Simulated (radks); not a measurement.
**F in [He] 2s2 2p4 3p1: an all-electron calculation**

The task here is to estimate one member of a computed series from the others.

Method: scalar-relativistic Kohn-Sham, r2SCAN, spin-polarised, spherical densities, finite nucleus; open shells are filled with parallel spins first. Code: radks (a radial shooting solver on a logarithmic mesh, Libxc functionals) version 1.

### The system

- element: fluorine (Z = 9)
- charge: 0
- electrons: 9
- configuration: [He] 2s2 2p4 3p1
- nuclear rms radius: 2.8976 fm

Outer shells as boxes (Hund's rule):

F
```
[He] core
2s [↑↓]
2p [↑↓][↑ ][↑ ]
3p [↑ ][  ][  ]
```

Set-up of the first run:

Settings of this run:

```text
Z 9
configuration [He] 2s2 2p4 3p1
relativity scalar-relativistic
functional r2scan,r2scan
spin polarised
nucleus finite rms 2.8976 fm
c 137.035999084
```

Steps of the session up to this table: Self-consistent calculation.

One of the session's tables, all rows but one given; the rest of the session is left out.

It belongs to the step «Orbitals and density». From the orbitals of this run (lengths in bohr):

```
  level     <r>  outermost maximum (interpolated)  90 % within
  1s up  0.1764                             0.114        0.316
1s down       ?                                 ?            ?
  2s up  0.9492                             0.747         1.51
2s down  0.9776                             0.759         1.56
  2p up  0.9623                             0.677         1.64
2p down   1.022                             0.703         1.75
  3p up   6.157                              5.21         9.35
```

Q: Estimate the row for 1s down from the others.

**Answer.** <r>: 0.1757; outermost maximum (interpolated): 0.114; 90 % within: 0.314. In the column «<r>» it is the lowest.
